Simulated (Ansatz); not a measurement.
**C4H12GeO3Se: how energies converge with the basis set**

How large a basis does C4H12GeO3Se need? Two functionals are run in growing sets.

The runs use Ansatz 0.2.0, Gaussian basis; one geometry, several basis sets.

Plan: PBE0-D4/def2-SVP; ωB97M-V/def2-SVP; PBE0-D4/def2-QZVPP; ωB97M-V/def2-QZVPP; the functionals' def2-TZVPP values are taken from earlier runs.

### Step 1. Structure used throughout

An earlier PBE0-D4 in a triple-zeta def2 set relaxation fixed the geometry.

SMILES `C[O][Ge]([O]C)([O]C)[Se]C`, 21 atoms, charge 0, spin multiplicity 1.

Atoms are counted from 1 here; the program's logs count them from 0.

Bond lengths: C1–O2 1.412 Å, C1–H10 1.092 Å, C1–H11 1.096 Å, C1–H12 1.097 Å, O2–Ge3 1.762 Å, Ge3–O4 1.766 Å, Ge3–O6 1.762 Å, Ge3–Se8 2.323 Å, O4–C5 1.414 Å, C5–H13 1.096 Å, C5–H14 1.092 Å, C5–H15 1.096 Å, O6–C7 1.412 Å, C7–H16 1.097 Å, C7–H17 1.092 Å, C7–H18 1.096 Å, Se8–C9 1.962 Å, C9–H19 1.087 Å and more. Angles: O2–C1–H10 107.6°, O2–C1–H11 111.8°, O2–C1–H12 112.1°, H10–C1–H11 108.5°, H10–C1–H12 108.6°, H11–C1–H12 108.1°, C1–O2–Ge3 118.8°, O2–Ge3–O4 111.6°, O2–Ge3–O6 100.7°, O2–Ge3–Se8 113.9°, O4–Ge3–O6 111.6°, O4–Ge3–Se8 105.4°, O6–Ge3–Se8 113.8°, Ge3–O4–C5 118.6°, O4–C5–H13 111.9°, O4–C5–H14 107.6°, O4–C5–H15 111.9°, H13–C5–H14 108.5° and more.

### Step 2. PBE0-D4 in def2-SVP

Contents of in.yaml:

```yaml
crystal:
  periodic: [false, false, false]
  atoms:
    - {symbol: C, position_ang: [2.111313, 0.398105, -1.641553]}
    - {symbol: O, position_ang: [1.023363, 0.937072, -0.920479]}
    - {symbol: Ge, position_ang: [-0.050840, -0.160668, -0.057911]}
    - {symbol: O, position_ang: [-0.854563, -1.283204, -1.158679]}
    - {symbol: C, position_ang: [-1.604824, -0.755434, -2.235358]}
    - {symbol: O, position_ang: [-1.189817, 0.982824, 0.647968]}
    - {symbol: C, position_ang: [-2.245429, 0.487715, 1.444643]}
    - {symbol: Se, position_ang: [1.028338, -1.497065, 1.505518]}
    - {symbol: C, position_ang: [1.761868, 0.024843, 2.503148]}
    - {symbol: H, position_ang: [2.720041, 1.233437, -1.993219]}
    - {symbol: H, position_ang: [1.777900, -0.179677, -2.511149]}
    - {symbol: H, position_ang: [2.737481, -0.252311, -1.019077]}
    - {symbol: H, position_ang: [-2.428127, -0.121180, -1.888323]}
    - {symbol: H, position_ang: [-2.024706, -1.597490, -2.789046]}
    - {symbol: H, position_ang: [-0.982162, -0.165621, -2.917214]}
    - {symbol: H, position_ang: [-1.883609, -0.154848, 2.256306]}
    - {symbol: H, position_ang: [-2.758099, 1.346107, 1.883192]}
    - {symbol: H, position_ang: [-2.968980, -0.084673, 0.853011]}
    - {symbol: H, position_ang: [0.956980, 0.645079, 2.890367]}
    - {symbol: H, position_ang: [2.420874, 0.610593, 1.866713]}
    - {symbol: H, position_ang: [2.328498, -0.403001, 3.328042]}
basis:
  gaussian: {orbitals: def2-SVP}
hamiltonian: {xc: pbe0, dispersion: d4}
output: {orbitals: {seedname: orbitals}}
```

Further steps of the session: ωB97M-V in def2-SVP; PBE0-D4 in def2-QZVPP; ωB97M-V in def2-QZVPP.

Before running them: what should the planned runs give, taken together? Wanted: PBE0-D4: double and triple zeta above quadruple; ωB97M-V: double and triple zeta above quadruple.

The runs gave:

| quantity | value |
| --- | --- |
| PBE0-D4: double and triple zeta above quadruple | 30.69, 3.21 eV |
| ωB97M-V: double and triple zeta above quadruple | 30.98, 3.10 eV |

What this shows: For PBE0-D4 the step from double to triple zeta gains 27.48 eV and the next only 3.21 eV. These are total energies; as a rule much of such shifts cancels in differences, which this series doesn't test. The LUMO of ωB97M-V is positive and keeps falling with the basis (1.93 to 1.24 eV): an unbound level that the basis holds in place.
